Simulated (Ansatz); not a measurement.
Crystal: GaGe3.

```xyz
4
Lattice="0.0000 3.3872 3.3872 3.3872 0.0000 3.3872 3.3872 3.3872 0.0000" Properties=species:S:1:pos:R:3 pbc="T T T"
Ge    3.3872    3.3872    3.3872
Ge    5.0808    5.0808    5.0808
Ge    1.6936    1.6936    1.6936
Ga    0.0000    0.0000    0.0000
```

The cell comes from a database or a generator and needn't be the stable form of this composition.

- Program: Ansatz 0.2.0
- Task: single point
- Functional: PBEsol
- Potentials or basis: Ansatz PAW
- Cutoff: 420 eV (not typed: the program's choice for these potentials)
- k mesh: 7 × 7 × 7
- Occupations: fermi-dirac, width 0.05 eV
- Spin: no spin polarisation

On this cell: pressure -3.9 GPa; largest force zero by symmetry; band gap on the k mesh none (metal or under the smearing width).

The same run follows on a disturbed copy (atoms moved at random, drawn with an rms of 0.05 Å):

```
Ge Ga
1.0
     0.00000    3.38717    3.38717
     3.38717    0.00000    3.38717
     3.38717    3.38717    0.00000
Ge Ga
3 1
Direct
  0.50734 0.50116 0.49465
  0.75945 0.75176 0.74618
  0.24907 0.25508 0.25198
  0.00983 0.98232 0.01066
```

What changes?

The energy (extrapolated to zero smearing) moves by +1.9 meV/atom; pressure -3.8 GPa; largest force 0.155 eV/Å; band gap on the k mesh none (metal or under the smearing width).

Forces in eV/Å, atoms in the order of the input:
```
Ge   0.019  0.028 -0.026
Ge   0.008  0.018 -0.053
Ge  -0.073  0.062 -0.023
Ga   0.046 -0.107  0.102
```

Stress tensor (GPa, compression positive):
```
-3.86 -0.01  0.03
-0.01 -3.83 -0.08
 0.03 -0.08 -3.83
```

Caveats: the PAW data sets come from PBE, with cores solved anew for the run's functional, which leaves a small shift of forces and pressure.
